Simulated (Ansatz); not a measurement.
# GaSe2: the cost of one run

Computed with Ansatz 0.2.0 (DFT PBE, scalar-relativistic, plane waves, PAW, unless a step's input says otherwise).

1 further run of the same task is left out (set aside as unsound or not needed). Runs told in other sessions of the task aren't counted.

## 1. The structure to begin with

It takes space group Fd-3m (No. 227, cubic). Conventional cell: a = 8.309 Å, b = 8.309 Å, c = 8.309 Å, α = 90.00°, β = 90.00°, γ = 90.00°. Ga (site symmetry -43m) has 12 Se at 3.44 Å and 4 Ga at 3.60 Å in its first shell of neighbours. Se (site symmetry -3m) is surrounded by 6 Se at 2.94 Å and 6 Ga at 3.44 Å.

Coordinates:

```
Ga Se
1.0
     0.00000    4.15473    4.15473
     4.15473    0.00000    4.15473
     4.15473    4.15473    0.00000
Ga Se
2 4
Direct
  0.50000 0.50000 0.50000
  0.75000 0.75000 0.75000
  0.12500 0.12500 0.12500
  0.62500 0.12500 0.12500
  0.12500 0.62500 0.12500
  0.12500 0.12500 0.62500
```

The cell was relaxed beforehand at this level, from a database cell with other species swapped in; it is a trial structure. At a tolerance of 0.05 Å it has space group Fd-3m (No. 227); it has 23.91 Å³/atom, an uncorrected energy of +0.28 eV/atom over the elements.

## 2. Electronic structure at the relaxed geometry

File input.yaml:

```yaml
crystal:
  lattice:
    - [0.0, 4.1547279218, 4.1547279218]
    - [4.1547279218, 0.0, 4.1547279218]
    - [4.1547279218, 4.1547279218, 0.0]
  atoms:
    - { symbol: Ga, position: [0.5, 0.5, 0.5] }
    - { symbol: Ga, position: [0.75, 0.75, 0.75] }
    - { symbol: Se, position: [0.125, 0.125, 0.125] }
    - { symbol: Se, position: [0.625, 0.125, 0.125] }
    - { symbol: Se, position: [0.125, 0.625, 0.125] }
    - { symbol: Se, position: [0.125, 0.125, 0.625] }
basis:
  ecutwfc: 420
kpoints:
  mp_grid: { grid: [8, 8, 8] }
  band_path:
    path:
      - [[0.0, 0.0, 0.0], [0.5, 0.0, 0.5], [0.625, 0.25, 0.625]]
      - [[0.375, 0.375, 0.75], [0.0, 0.0, 0.0], [0.5, 0.5, 0.5], [0.5, 0.25, 0.75], [0.5, 0.0, 0.5]]
    npoints: 14
hamiltonian:
  xc: pbe
scf:
  occupations: { method: gaussian, width: 0.1 }
  n_extra_bands: 15
output:
  forces: true
  stress: true
  eigenvalues: true
  populations: true
  dos: { projected: true, de: 0.02, nscf_kmesh: { grid: [10, 10, 10] } }
  bader: true
```

Launch:

```
$ ansatz run input.yaml --threads 1 --pin off --max-ram 2560MiB --backend cpu --events-out ev --progress --plain --runs-dir out
```

What time and memory should one allow on 1 thread of Intel Xeon at 2.50GHz (Skylake/Cascade Lake), shared host?

About 2.9 min, with a peak of 0.69 GiB.
